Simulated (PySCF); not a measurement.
# NbF: bond curves at several levels of theory

Aim: find the lowest electronic state of NbF, scan its bond at several levels of theory, and get bond length, wavenumber and dissociation energy from each curve.

Method: Nb def2-TZVPP with ECP28, F def2-TZVPP, scalar-relativistic core potentials; program: PySCF 2.14.0.

### Step 1. Input

The job is set up so:

| Quantity | Value |
| --- | --- |
| atoms | Nb, F |
| charge | 0 |
| basis | Nb def2-TZVPP with ECP28, F def2-TZVPP |
| Hamiltonian | scalar-relativistic core potentials |
| basis functions | 87 |
| electrons treated | 22 |
| masses in u | 92.9064, 18.9984 |
| levels | PBE0, PBE, r²SCAN, LDA, M06-2X, BP86, revPBE, ωB97X-V, HF, MP2, SCS-MP2 |
| grid | 80 radial by 434 angular points |
| occupations | held fixed by the projection of orbital angular momentum |
| dissociation limit | Nb + F, each in its ground configuration |
| starting distance in angstrom | 1.975 |
| values of 2S to try | 0, 2, 4, 6, 8 |

Started as:

```
$ OMP_NUM_THREADS=1 python dia.py task.json out
```

The runs that follow: PBE0 along the bond; Other states along the same grid; PBE; r²SCAN; LDA (local density); M06-2X (hybrid meta-GGA); BP86; revPBE (GGA); ωB97X-V; UHF.

What does the calculation give? Wanted: for each run, Re; ωe; De; μ.

**Answer**, as computed:

Lowest PBE0 solution found, without spin–orbit coupling: ⁵Π (quintet), unpaired electrons σ ↑, π ↑, δ ↑↑. State 2 has its PBE0 minimum 0.46 eV higher. State 3 has its PBE0 minimum 0.77 eV higher, as a spin-mixed determinant (⟨S²⟩ = 2.36), so this is no gap between pure states. State 4 has its PBE0 minimum 0.92 eV higher. The other levels ran on the lowest alone.

| level | Re (Å) | ωe (cm⁻¹) | De (eV) | μ (D) |
| --- | --- | --- | --- | --- |
| UHF | 1.911 | 624 | 3.95 | -3.10 |
| UHF-MP2 | 1.871 | 672 | 5.98 | n/a |
| UHF-SCS-MP2 | 1.884 | 655 | 6.00 | n/a |
| LDA | 1.847 | 693 | 7.06 | -2.22 |
| PBE | 1.877 | 650 | 6.19 | -2.41 |
| revPBE | 1.886 | 637 | 5.92 | -2.46 |
| BP86 | 1.878 | 651 | 6.19 | -2.41 |
| r²SCAN | 1.876 | 657 | 5.93 | -2.66 |
| PBE0 | 1.872 | 661 | 5.77 | -2.75 |
| M06-2X | 1.879 | 656 | 6.05 | -3.04 |
| ωB97X-V | 1.881 | 651 | 6.11 | -2.70 |

De is counted to Nb + F in their ground configurations. A positive dipole means Nb(−)F(+).

In words: The methods spread over 0.064 Å in bond length, from LDA to UHF. Among the levels with a De in the table, it runs from 3.95 eV (UHF) to 7.06 eV (LDA).

Correlated steps freeze 1 core orbital. With d or f electrons several states lie close, and the lowest PBE0 determinant need not be the measured ground state. At some levels the lowest empty orbital lies below the highest filled one (the two can be of opposite spin). Spin–orbit coupling is left out.
